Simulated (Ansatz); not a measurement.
**Si3As: what a guessed cell relaxes into**

Aim: relax a trial structure of Si3As and see where it ends.

Program: Ansatz 0.2.0. Level of theory: DFT PBE, scalar-relativistic, plane waves, PAW. These are calculated values, not measurements.

## (1) The system as given

Symmetry: Im-3m, No. 229, cubic system. The conventional cell has a = 5.468 Å, b = 5.468 Å, c = 5.468 Å, α = 90.00°, β = 90.00°, γ = 90.00°. Si (site symmetry 4/mmm) is surrounded by 4 Si at 2.73 Å and 2 As at 2.73 Å. As (site symmetry m-3m) has 6 Si at 2.73 Å as nearest neighbours.

Structure file:

```xyz
4
Lattice="-2.7338 2.7338 2.7338 2.7338 -2.7338 2.7338 2.7338 2.7338 -2.7338" Properties=species:S:1:pos:R:3 pbc="T T T"
Si    2.7338    0.0000    0.0000
Si    0.0000    2.7338    0.0000
Si    0.0000    0.0000    2.7338
As    0.0000    0.0000    0.0000
```

Recipe of the guess: random cell by space group and Wyckoff sites (Im-3m, No. 229). Its size is a rough estimate.

## (2) A first look at the guess

input.yaml

```yaml
crystal:
  lattice:
    - [-2.73381438, 2.73381438, 2.73381438]
    - [2.73381438, -2.73381438, 2.73381438]
    - [2.73381438, 2.73381438, -2.73381438]
  atoms:
    - { symbol: Si, position: [0.0, 0.5, 0.5] }
    - { symbol: Si, position: [0.5, 0.0, 0.5] }
    - { symbol: Si, position: [0.5, 0.5, 0.0] }
    - { symbol: As, position: [0.0, 0.0, 0.0] }
basis:
  ecutwfc: 420
kpoints:
  mp_grid: { grid: [4, 4, 4] }
hamiltonian:
  xc: pbe
scf:
  occupations: { method: gaussian, width: 0.1 }
  lower_state_search: "off"
output:
  forces: true
  stress: true
  eigenvalues: true
```

On the command line:

```bash
ansatz run input.yaml --threads 1 --pin off --max-ram 2048MiB --backend cpu --events-out ev --progress --plain --runs-dir out
```

Standard output, cut to the lines that bear on the results:

```text
[...]
SCF converged after 6 iterations
Free energy (F): -6761.759243 eV
[...]
E sigma→0 (E₀):  -6761.746117 eV
Entropy (-TS):   -0.026252 eV (-6.563 meV/atom)
Fermi energy:    6.981383 eV
[...]
--- Forces (eV/Å), atoms counted from 1 ---
  atom   1  Si    -0.00000000     0.00000000    -0.00000000
  atom   2  Si    -0.00000000    -0.00000000     0.00000000
  atom   3  Si    -0.00000000     0.00000000     0.00000000
  atom   4  As    -0.00000000     0.00000000    -0.00000000
[...]
--- Stress (GPa, compression-positive) ---
      -10.532901       0.000000      -0.000000
       -0.000000     -10.532901       0.000000
        0.000000      -0.000000     -10.532901
  P = ⅓ Tr σ = -10.5329 GPa (-105.329 kbar)
--- Band table (eV; the first three rows and the last of 8) ---
  k-point 0: bands = ["-28.3557", "-28.3557", "-28.3495", "-28.3495", "-28.3495", "-5.2785", "0.4310", "3.2964", "3.2964", "4.1778", "4.1778", "4.1778", "5.0409", "5.0409", "5.0409", "9.8114", "9.8114", "9.8114"]
[...]
```

It took 2 s on 1 thread of Arm Neoverse N1, shared host; peak memory 0.37 GiB.

The probe gives pressure -10.5 GPa, largest force 0.00 eV/Å, gap on this mesh none (metal). A guess like this is first relaxed loosely on the coarse mesh.

## (3) Rough relaxation on the coarse mesh

Changes to input.yaml since step 2:

```diff
@@ -23 +23,6 @@
   eigenvalues: true
+relax:
+  adjacent_minimum: "off"
+  f_tol: 0.04
+  max_steps: 70
+  cell: { stress_tol: 0.4 }
```

On the command line:

```bash
ansatz run input.yaml --threads 1 --pin off --max-ram 2048MiB --backend cpu --events-out ev --progress --plain --runs-dir out
```

Standard output:

```text
Warning: RAYON_NUM_THREADS=1 ignored (pool sized by the plan → 1); use --threads N
Engine: ansatz 0.2.0, aarch64-unknown-linux-gnu
Pseudopotentials: kind: paw
Pseudopotential: Si, paw, valence charge 4, recommended cutoff 420 eV (normal), Si.paw.azcp
Pseudopotential: As, paw, valence charge 15, recommended cutoff 420 eV (normal), As.paw.azcp
Functional definition: PBE
  parameter kappa = 0.804
  parameter beta = 0.06672455060314922
  exchange = pbe_x(kappa = kappa, mu = beta*pi^2/3)
  correlation = pbe_c(beta = beta)
Crystal: 4 atoms, lattice volume = 81.727 Å³
Basis set: ecut = 420 eV, 1553 PW (Γ), exchange–correlation on 64×64×64 points (8 copies of the dense FFT grid, shifted against one another)
Bands: 18, of which v1, the nominal top of the filled ones, is band 14 counted from 1 (13 counted from 0)
Symmetry: 48 space group operations
Space group: Im-3m (ITA 229), of the structure as read, at distance tolerance 4.3e-5 Å
k-points: 8 of 64
Non-local potential: Si, projectors of the file, l = 0: 2, l = 1: 2, l = 2: 2
Non-local potential: As, projectors of the file, l = 0: 2, l = 1: 2, l = 2: 3, l = 3: 1
PAW form: soft (Blöchl's): semilocal exchange-correlation on the pseudo side does not see the compensation charge
PAW one-centre angular grid: Si, 110 points (default); XC on 64 Gauss nodes
PAW one-centre angular grid: As, 590 points (default); XC on 64 Gauss nodes
Initial density: superposition of atomic densities (neutral atoms: chi_scale 0, normalization atom), corrected by the library's trained network
Initial wavefunctions: pseudopotential atomic-orbital guess
Functional: x = pbe(κ = 0.804, μ = 0.2195149727645171), c = pbe(β = 0.06672455060314922)
SCF iter   1: F=—  HF=-6761.763211 eV  |F-HF|=—  |Δ(HF+E_count)|=         —  Δρ=3.14e-3  dr2=1.84e-2  ethr=1.77e-3  ⟨swp⟩=5.6  Hψ=749  notcnv=0
preconditioner: auto → none  [insulator: Δε(μ)=0.248 eV  Ē_g=7.524 eV  σ=0.100 eV  W_gap=0.74  n_scr=12 (ndim 8)  ℏωp=16.9 eV  f_vac=0.000  D(μ)=5.47/eV (n_scr^D=54)  ε∞_Penn≈6.1]
SCF iter   2: F=—  HF=-6761.759297 eV  |F-HF|=—  |Δ(HF+E_count)|=   3.91e-3  Δρ=1.14e-3  dr2=1.58e-3  ethr=6.80e-5  ⟨swp⟩=1.1  Hψ=209  notcnv=0
SCF iter   3: F=—  HF=-6761.759253 eV  |F-HF|=—  |Δ(HF+E_count)|=   4.46e-5  Δρ=2.53e-4  dr2=3.61e-5  ethr=5.84e-6  ⟨swp⟩=2.0  Hψ=177  notcnv=0
SCF iter   4: F=—  HF=-6761.759243 eV  |F-HF|=—  |Δ(HF+E_count)|=   9.75e-6  Δρ=3.54e-5  dr2=8.45e-7  ethr=1.34e-7  ⟨swp⟩=2.2  Hψ=232  notcnv=0
iter 5 did not close the SCF: its close was put off for the readings that it lacked (scf_convergence_deferred on its scf_iter line)
SCF iter   5: F=-6761.759243 eV  HF=-6761.759243 eV  |F-HF|=1.92e-9  |Δ(HF+E_count)|=   2.83e-7  Δρ=5.39e-6  dr2=1.34e-8  ethr=3.13e-9  ⟨swp⟩=2.1  Hψ=245  notcnv=0
SCF iter   6: F=-6761.759243 eV  HF=-6761.759243 eV  |F-HF|=1.08e-9  |Δ(HF+E_count)|=   6.45e-9  Δρ=1.25e-6  dr2=6.73e-10  ethr=4.96e-11  ⟨swp⟩=3.5  Hψ=545  notcnv=0
SCF 1 converged in 6 iterations: F = -6761.759243 eV  dr2 = 6.73e-10
relax step   1: F+E_penalty+E_count = -6761.75924281 eV  Δ(F+E_penalty+E_count) = +0.000e0 eV  max|allowed force component| = 9.384e-31 eV/Å  Δτ_max = 0.0000 Å  P = -10.533 GPa  Ω = 81.727 Å³  (6 SCF iters, dr2 threshold 1.00e-7 eV, accepted)
Crystal: 4 atoms, lattice volume = 70.348 Å³
Basis set: ecut = 420 eV, 1409 PW (Γ), exchange–correlation on 64×64×64 points (8 copies of the dense FFT grid, shifted against one another)
Initial density: handed on by an earlier stage of this run
Initial wavefunctions: those handed on with the density
iter 1 solved again at ethr=1.01e-4 eV; its pass at ethr=3.10e-3 eV (dr2=2.72e-2 eV) is discarded
SCF iter   1: F=—  HF=-6762.289627 eV  |F-HF|=—  |Δ(HF+E_count)|=         —  Δρ=5.17e-3  dr2=2.81e-2  ethr=1.01e-4  ⟨swp⟩=1.0  Hψ=930  notcnv=0
preconditioner: auto → none  [insulator: Δε(μ)=0.135 eV  Ē_g=8.249 eV  σ=0.100 eV  W_gap=0.54  n_scr=12 (ndim 8)  ℏωp=18.3 eV  f_vac=0.000  D(μ)=3.30/eV (n_scr^D=18)  ε∞_Penn≈5.9]
SCF iter   2: F=—  HF=-6762.284509 eV  |F-HF|=—  |Δ(HF+E_count)|=   5.12e-3  Δρ=2.67e-3  dr2=6.42e-3  ethr=1.01e-4  ⟨swp⟩=2.1  Hψ=225  notcnv=0
SCF iter   3: F=—  HF=-6762.283520 eV  |F-HF|=—  |Δ(HF+E_count)|=   9.89e-4  Δρ=1.34e-3  dr2=1.01e-3  ethr=2.38e-5  ⟨swp⟩=2.4  Hψ=236  notcnv=0
SCF iter   4: F=—  HF=-6762.283648 eV  |F-HF|=—  |Δ(HF+E_count)|=   1.28e-4  Δρ=1.77e-4  dr2=4.03e-5  ethr=3.73e-6  ⟨swp⟩=2.0  Hψ=246  notcnv=0
SCF iter   5: F=—  HF=-6762.283630 eV  |F-HF|=—  |Δ(HF+E_count)|=   1.79e-5  Δρ=4.56e-5  dr2=8.48e-7  ethr=1.49e-7  ⟨swp⟩=2.1  Hψ=246  notcnv=0
SCF iter   6: F=-6762.283630 eV  HF=-6762.283630 eV  |F-HF|=7.06e-8  |Δ(HF+E_count)|=   6.32e-7  Δρ=5.80e-6  dr2=6.73e-8  ethr=1.48e-9  ⟨swp⟩=6.0  Hψ=633  notcnv=0
SCF 2 converged in 6 iterations: F = -6762.283630 eV  dr2 = 6.73e-8
relax step   2: F+E_penalty+E_count = -6762.28363021 eV  Δ(F+E_penalty+E_count) = -5.244e-1 eV  max|allowed force component| = 9.783e-31 eV/Å  Δτ_max = 0.0000 Å  P = -2.457 GPa  Ω = 70.348 Å³  energy of the carried Pulay correction = +1.541e-3 eV  (6 SCF iters, dr2 threshold 4.00e-7 eV, accepted)
Crystal: 4 atoms, lattice volume = 67.494 Å³
Basis set: ecut = 420 eV, 1289 PW (Γ), exchange–correlation on 64×64×64 points (8 copies of the dense FFT grid, shifted against one another)
iter 1 solved again at ethr=5.08e-6 eV; its pass at ethr=3.10e-3 eV (dr2=1.37e-3 eV) is discarded
SCF iter   1: F=—  HF=-6762.296805 eV  |F-HF|=—  |Δ(HF+E_count)|=         —  Δρ=1.40e-3  dr2=1.42e-3  ethr=5.08e-6  ⟨swp⟩=1.4  Hψ=878  notcnv=0
preconditioner: auto → none  [insulator: Δε(μ)=0.194 eV  Ē_g=8.459 eV  σ=0.100 eV  W_gap=0.74  n_scr=12 (ndim 8)  ℏωp=18.6 eV  f_vac=0.000  D(μ)=3.43/eV (n_scr^D=42)  ε∞_Penn≈5.9]
SCF iter   2: F=—  HF=-6762.296630 eV  |F-HF|=—  |Δ(HF+E_count)|=   1.76e-4  Δρ=6.70e-4  dr2=2.53e-4  ethr=5.08e-6  ⟨swp⟩=1.1  Hψ=152  notcnv=0
SCF iter   3: F=—  HF=-6762.296647 eV  |F-HF|=—  |Δ(HF+E_count)|=   1.72e-5  Δρ=7.57e-5  dr2=3.51e-6  ethr=9.39e-7  ⟨swp⟩=2.1  Hψ=195  notcnv=0
SCF iter   4: F=—  HF=-6762.296648 eV  |F-HF|=—  |Δ(HF+E_count)|=   1.18e-6  Δρ=1.34e-5  dr2=1.67e-7  ethr=1.30e-8  ⟨swp⟩=2.0  Hψ=244  notcnv=0
iter 5 did not close the SCF: its close was put off for the readings that it lacked (scf_convergence_deferred on its scf_iter line)
SCF iter   5: F=-6762.296648 eV  HF=-6762.296648 eV  |F-HF|=6.88e-9  |Δ(HF+E_count)|=   2.02e-7  Δρ=4.62e-6  dr2=6.33e-9  ethr=6.19e-10  ⟨swp⟩=2.0  Hψ=247  notcnv=0
SCF iter   6: F=-6762.296648 eV  HF=-6762.296648 eV  |F-HF|=4.78e-10  |Δ(HF+E_count)|=   8.44e-9  Δρ=6.20e-7  dr2=4.89e-10  ethr=2.34e-11  ⟨swp⟩=1.4  Hψ=395  notcnv=0
SCF 3 converged in 6 iterations: F = -6762.296648 eV  dr2 = 4.89e-10
relax step   3: F+E_penalty+E_count = -6762.29664803 eV  Δ(F+E_penalty+E_count) = -1.302e-2 eV  max|allowed force component| = 9.671e-31 eV/Å  Δτ_max = 0.0000 Å  P = +1.159 GPa  Ω = 67.494 Å³  energy of the carried Pulay correction = +1.965e-3 eV  (6 SCF iters, dr2 threshold 4.00e-7 eV, accepted)
Crystal: 4 atoms, lattice volume = 68.346 Å³
iter 1 solved again at ethr=4.85e-7 eV; its pass at ethr=3.10e-3 eV (dr2=1.31e-4 eV) is discarded
SCF iter   1: F=—  HF=-6762.299588 eV  |F-HF|=—  |Δ(HF+E_count)|=         —  Δρ=4.25e-4  dr2=1.25e-4  ethr=4.85e-7  ⟨swp⟩=2.1  Hψ=874  notcnv=0
preconditioner: auto → none  [insulator: Δε(μ)=0.179 eV  Ē_g=8.399 eV  σ=0.100 eV  W_gap=0.70  n_scr=12 (ndim 8)  ℏωp=18.5 eV  f_vac=0.000  D(μ)=3.51/eV (n_scr^D=42)  ε∞_Penn≈5.9]
SCF iter   2: F=—  HF=-6762.299587 eV  |F-HF|=—  |Δ(HF+E_count)|=   7.11e-7  Δρ=2.07e-4  dr2=2.38e-5  ethr=4.64e-7  ⟨swp⟩=1.0  Hψ=144  notcnv=0
iter 3 did not close the SCF: its close was put off for the readings that it lacked (scf_convergence_deferred on its scf_iter line)
SCF iter   3: F=-6762.299589 eV  HF=-6762.299589 eV  |F-HF|=3.08e-8  |Δ(HF+E_count)|=   2.05e-6  Δρ=2.13e-5  dr2=2.47e-7  ethr=8.81e-8  ⟨swp⟩=2.0  Hψ=197  notcnv=0
iter 4 did not close the SCF: its close was put off for the readings that it lacked (scf_convergence_deferred on its scf_iter line)
SCF iter   4: F=-6762.299589 eV  HF=-6762.299589 eV  |F-HF|=5.74e-8  |Δ(HF+E_count)|=   9.28e-8  Δρ=4.61e-6  dr2=1.54e-8  ethr=9.16e-10  ⟨swp⟩=2.0  Hψ=244  notcnv=0
iter 5 did not close the SCF: its close was put off for the readings that it lacked (scf_convergence_deferred on its scf_iter line)
SCF iter   5: F=-6762.299589 eV  HF=-6762.299589 eV  |F-HF|=7.44e-10  |Δ(HF+E_count)|=   2.35e-8  Δρ=1.58e-6  dr2=7.09e-10  ethr=5.69e-11  ⟨swp⟩=2.0  Hψ=243  notcnv=0
SCF iter   6: F=-6762.299589 eV  HF=-6762.299589 eV  |F-HF|=3.46e-11  |Δ(HF+E_count)|=  9.23e-10  Δρ=1.56e-7  dr2=1.27e-11  ethr=2.63e-12  ⟨swp⟩=1.0  Hψ=426  notcnv=0
SCF 4 converged in 6 iterations: F = -6762.299589 eV  dr2 = 1.27e-11
relax step   4: F+E_penalty+E_count = -6762.29958943 eV  Δ(F+E_penalty+E_count) = -2.941e-3 eV  max|allowed force component| = 9.925e-31 eV/Å  Δτ_max = 0.0000 Å  P = +0.005 GPa  Ω = 68.346 Å³  energy of the carried Pulay correction = +1.837e-3 eV  (6 SCF iters, dr2 threshold 4.00e-7 eV, accepted)
Basis set: ecut = 420 eV, 1409 PW (Γ), exchange–correlation on 60×60×60 points (8 copies of the dense FFT grid, shifted against one another)
Initial wavefunctions: pseudopotential atomic-orbital guess (no wavefunctions were taken with the density)
iter 1 solved again at ethr=2.90e-8 eV; its pass at ethr=3.10e-3 eV (dr2=7.82e-6 eV) is discarded
SCF iter   1: F=—  HF=-6762.298723 eV  |F-HF|=—  |Δ(HF+E_count)|=         —  Δρ=5.91e-5  dr2=4.35e-7  ethr=2.90e-8  ⟨swp⟩=3.1  Hψ=1176  notcnv=0
preconditioner: auto → none  [insulator: Δε(μ)=0.179 eV  Ē_g=8.399 eV  σ=0.100 eV  W_gap=0.70  n_scr=12 (ndim 8)  ℏωp=18.5 eV  f_vac=0.000  D(μ)=3.49/eV (n_scr^D=42)  ε∞_Penn≈5.9]
SCF iter   2: F=—  HF=-6762.298679 eV  |F-HF|=—  |Δ(HF+E_count)|=   4.46e-5  Δρ=3.52e-5  dr2=2.45e-7  ethr=1.61e-9  ⟨swp⟩=2.4  Hψ=260  notcnv=0
SCF iter   3: F=—  HF=-6762.298679 eV  |F-HF|=—  |Δ(HF+E_count)|=   5.28e-7  Δρ=1.16e-5  dr2=2.47e-8  ethr=9.07e-10  ⟨swp⟩=2.2  Hψ=202  notcnv=0
iter 4 did not close the SCF: its close was put off for the readings that it lacked (scf_convergence_deferred on its scf_iter line)
SCF iter   4: F=-6762.298679 eV  HF=-6762.298679 eV  |F-HF|=6.06e-10  |Δ(HF+E_count)|=   6.25e-8  Δρ=1.78e-6  dr2=1.05e-9  ethr=9.14e-11  ⟨swp⟩=2.2  Hψ=249  notcnv=0
iter 5 did not close the SCF: its close was put off for the readings that it lacked (scf_convergence_deferred on its scf_iter line)
SCF iter   5: F=-6762.298679 eV  HF=-6762.298679 eV  |F-HF|=3.64e-12  |Δ(HF+E_count)|=  8.08e-10  Δρ=1.11e-7  dr2=3.51e-12  ethr=3.88e-12  ⟨swp⟩=2.0  Hψ=183  notcnv=0
SCF iter   6: F=-6762.298679 eV  HF=-6762.298679 eV  |F-HF|=9.09e-13  |Δ(HF+E_count)|=  4.55e-12  Δρ=1.40e-8  dr2=4.27e-14  ethr=1.00e-12  ⟨swp⟩=1.5  Hψ=333  notcnv=0
SCF 5 converged in 6 iterations: F = -6762.298679 eV  dr2 = 4.27e-14
relax step   5: F+E_penalty+E_count = -6762.29867945 eV  Δ(F+E_penalty+E_count) = +9.100e-4 eV  max|allowed force component| = 9.568e-31 eV/Å  Δτ_max = 0.0000 Å  P = -0.016 GPa  Ω = 68.346 Å³  stress off target by 1.58e-2 GPa  SCF on the basis re-selected at this cell (its energy is not comparable with the rows above)  (6 SCF iters)
basis re-selected at this cell: Δ(F+E_penalty+E_count) = +9.100e-4 eV, ΔP = -0.021 GPa vs the last step (what re-selecting the basis moved, of the pressure what is left beyond the Pulay correction that the steps carried, after the strain that the cell walked since its last selection, with what the two solves' SCF thresholds leave and, on support functions, any second-order correction that the steps lacked; it is no measure of the basis error at this ecutwfc). The dense FFT grid was sized anew with the basis: this SCF ran on 30×30×30 points, the steps before it on 32×32×32, so part of this shift can come from that change (see relax.cell in the input reference). This SCF's stress stands 1.58e-2 GPa from its target on what of the cell is left free (relax.cell.stress_tol is 4.00e-1 GPa) and its largest allowed force component is 9.57e-31 eV/Å (relax.f_tol is 4.00e-2 eV/Å): within both
SCF converged after 6 iterations
Free energy (F): -6762.298679 eV
Harris-Foulkes:  -6762.298679 eV  (|F-HF|=9.09e-13)
Internal energy: -6762.281218 eV  (E = F + TS)
E sigma→0 (E₀):  -6762.289949 eV
Entropy (-TS):   -0.017461 eV (-4.365 meV/atom)
Fermi energy:    9.329595 eV
--- Per-component energies (eV) ---
  E_band       = -191.321316
  E_kinetic    = 223.456238
  E_local      = -2080.001222  (includes V_loc(G=0)·N_el)
  E_nonlocal   = -593.967001
  E_hartree    = 1127.073742
  E_xc         = -245.749706
  E_vxc        = -220.833663  (∫ρ·V_xc dr)
  E_paw        = -3372.079923  (= ΣΔE_a)
  E_vpaw       = 225.876821  (= ΣTr[D̂ρ^β])
  E_aug_tail   = 0.000026  (compensation charges beyond the density's cutoff)
  E_ewald      = -1821.013373
  E_smearing   = -0.017461  (= −TS)
  E_closure    = -0.000000  (closes the sum)
  Σ components = -6762.298679   (vs F -6762.298679, Δ=0.00e0)
--- Forces (eV/Å), atoms counted from 1 ---
  atom   1  Si     0.00000000    -0.00000000     0.00000000
  atom   2  Si     0.00000000     0.00000000     0.00000000
  atom   3  Si     0.00000000    -0.00000000     0.00000000
  atom   4  As    -0.00000000     0.00000000     0.00000000
  max |Σ_I F_I| component: 1.35e-31 eV/Å
--- Stress (GPa, compression-positive) ---
       -0.015785      -0.000000       0.000000
        0.000000      -0.015785      -0.000000
        0.000000      -0.000000      -0.015785
  P = ⅓ Tr σ = -0.0158 GPa (-0.158 kbar)
--- Band table (eV; the first three rows and the last of 8) ---
  k-point 0: bands = ["-26.1493", "-26.1493", "-26.1362", "-26.1362", "-26.1362", "-4.3468", "2.9153", "5.8307", "5.8307", "5.8307", "5.9787", "5.9787", "6.8292", "6.8292", "6.8292", "11.4098", "11.4098", "11.4098"]
  k-point 1: bands = ["-26.1494", "-26.1493", "-26.1362", "-26.1361", "-26.1360", "-3.7552", "1.2165", "3.4862", "4.1108", "5.3116", "6.2216", "6.9879", "7.7118", "9.1447", "9.3715", "12.3390", "13.1988", "13.2855"]
  k-point 2: bands = ["-26.1494", "-26.1492", "-26.1362", "-26.1360", "-26.1358", "-2.6247", "-0.7497", "2.6059", "3.4543", "4.9156", "5.7883", "8.5591", "9.4447", "10.1111", "10.3717", "11.8322", "12.6035", "14.9429"]
  k-point 7: bands = ["-26.1496", "-26.1496", "-26.1358", "-26.1358", "-26.1358", "-1.9531", "1.1590", "1.1590", "2.9392", "2.9392", "2.9392", "9.4825", "9.4825", "9.4825", "11.0075", "14.9803", "14.9803", "14.9803"]
--- Relaxed structure (4 steps of the walk, 4 accepted, 1 SCFs on fresh bases) ---
  F+E_penalty+E_count = -6762.29867945 eV   max|allowed force component| = 9.568e-31 eV/Å   (the final SCF, on the basis selected at the relaxed cell)
  cell:  # Å, volume = 68.3463 Å³
    - [-2.5756389533077972, 2.5756389533077972, 2.5756389533077972]
    - [2.5756389533077972, -2.5756389533077972, 2.5756389533077972]
    - [2.5756389533077972, 2.5756389533077972, -2.5756389533077972]
  atoms:
    - { symbol: Si, position: [2.3416758897142208e-34, 0.5, 0.5] }
    - { symbol: Si, position: [0.5, 4.7148738559953796e-34, 0.5] }
    - { symbol: Si, position: [0.5, 0.5, -4.631643588358466e-34] }
    - { symbol: As, position: [1.1741408868606157e-35, 5.357017796300744e-35, 4.32964452029773e-35] }
```

Run time: 9.8 s. Hardware: 1 thread of Arm Neoverse N1, shared host; peak memory 0.38 GiB.

Relaxation path:

```
step  energy from step 1 (eV/cell)  largest force component (eV/Å)  pressure (GPa)  volume (Å³)
   1                        0.0000                          0.0000          -10.53        81.73
   2                       -0.5244                          0.0000           -2.46        70.35
   3                       -0.5374                          0.0000            1.16        67.49
   4                       -0.5403                          0.0000            0.01        68.35
   5                       -0.5394                          0.0000           -0.02        68.35
```

Step 1 is the start. Step 5 repeats the geometry before it on a plane-wave basis chosen anew for that cell, so its energy need not be comparable with the rows above.

Lengths and angles in the start's conventional setting:

|  | before | after | change |
| --- | --- | --- | --- |
| a (Å) | 5.468 | 5.151 | -5.8 % |
| b (Å) | 5.468 | 5.151 | -5.8 % |
| c (Å) | 5.468 | 5.151 | -5.8 % |
| volume (Å³/atom) | 20.43 | 17.09 | -16.4 % |
| shortest distance (Å) | 2.734 | 2.576 | -5.8 % |
| space group (0.01 Å) | Im-3m | Im-3m | same |

Forces and stress were held to the start's 48 operations: a distortion of lower symmetry was not tested.

[end of part 1 of 2]
